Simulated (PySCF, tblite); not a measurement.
# C3H10F2OSi2: geometry, infrared bands and NMR shifts

What infrared bands and NMR shifts should C3H10F2OSi2 (`C[Si@@H](F)C[C@@H](F)[SiH2]O`) show?

The runs use tblite 0.8.0 and PySCF 2.14.0, with density-fitted response routines of our own; the level of theory stands in each step. All values are computed, except where a source is named. Atoms are numbered from 0 throughout.

### Step 1. The starting structure

18 atoms, charge 0, multiplicity 1; geometry from: force field or distance geometry start.

Bonds of the start (Å): C0–Si1 1.86, Si1–F2 1.70, Si1–C3 1.86, C3–C4 1.51, C4–F5 1.39, C4–Si6 1.88, Si6–O7 1.72, C0–H8 1.10, C0–H9 1.11, C0–H10 1.12, Si1–H11 1.47, C3–H12 1.10, C3–H13 1.12, C4–H14 1.12, Si6–H15 1.48, Si6–H16 1.47, O7–H17 0.98.

### Step 2. Geometry optimisation with GFN2-xTB

What the job is given:

```
{"job": {"kind": "relax", "xc": "GFN2-xTB", "basis": "xTB"}, "charge": 0, "multiplicity": 1}
C     -2.664400    -0.870600    -0.586800
Si    -1.841700     0.717700    -0.068900
F     -2.039800     0.899100     1.609300
C     -0.050900     0.759300    -0.585200
C      0.751900    -0.305200     0.128100
F      0.204300    -1.532900    -0.211300
Si     2.534000    -0.376600    -0.458000
O      3.154300     1.210700    -0.691500
H     -2.073700    -1.713200    -0.206000
H     -2.735100    -0.870100    -1.698400
H     -3.684400    -0.912600    -0.120900
H     -2.544400     1.795300    -0.790000
H      0.371000     1.762700    -0.402600
H     -0.021400     0.590800    -1.691800
H      0.676100    -0.093300     1.226500
H      3.291600    -1.111800     0.578500
H      2.539900    -1.068500    -1.757900
H      4.123900     1.125600    -0.814300
```

On the command line:

```console
$ OMP_NUM_THREADS=1 python probes_run.py task.json out
```

One launch serves the whole session: the jobs run in the order shown.

**Question.** This job is followed by: GFN2-xTB harmonic vibrations, gas phase; GIAO PBE0/pcSseg-1 NMR shielding, non-relativistic, gas phase. Predict these results of the whole session: strongest single infrared mode (GFN2-xTB); zero-point energy (GFN2-xTB); 13C shifts against TMS (PBE0/pcSseg-1); 1H shifts against TMS (PBE0/pcSseg-1, means over atoms taken as alike); 29Si shifts against TMS (PBE0/pcSseg-1); 19F shifts against CFCl3 (PBE0/pcSseg-1); 17O shifts against H2O (PBE0/pcSseg-1); surface potential, 1st and 99th percentile.

As calculated:

| quantity | value |
| --- | --- |
| strongest single infrared mode (GFN2-xTB) | 813 cm⁻¹, 427 km/mol |
| zero-point energy (GFN2-xTB) | 78.3 kcal/mol |
| 13C shifts against TMS (PBE0/pcSseg-1) | 86.0, 22.6, 1.3 ppm |
| 1H shifts against TMS (PBE0/pcSseg-1, means over atoms taken as alike) | 5.39, 5.38, 5.19, 4.83, 1.55, 0.99, 0.91, 0.50 ppm |
| 29Si shifts against TMS (PBE0/pcSseg-1) | 21.7, -24.5 ppm |
| 19F shifts against CFCl3 (PBE0/pcSseg-1) | -212.1, -262.9 ppm |
| 17O shifts against H2O (PBE0/pcSseg-1) | 7.4 ppm |
| surface potential, 1st and 99th percentile | -1.24 V and 2.43 V |

In words: The optimisation took 129 steps and gained 0.615 eV; among the close pairs (by a distance rule), Si6–O7 changed most, from 1.720 to 1.625 Å. No mode is imaginary among the 48: a minimum at this level. Unscaled tight-binding wavenumbers are off by several per cent, some by more. Its intensities can rank the bands wrongly. At PBE0/pcSseg-1: The largest span, 126 ppm, is at C4, where the paramagnetic term is -148 ppm.
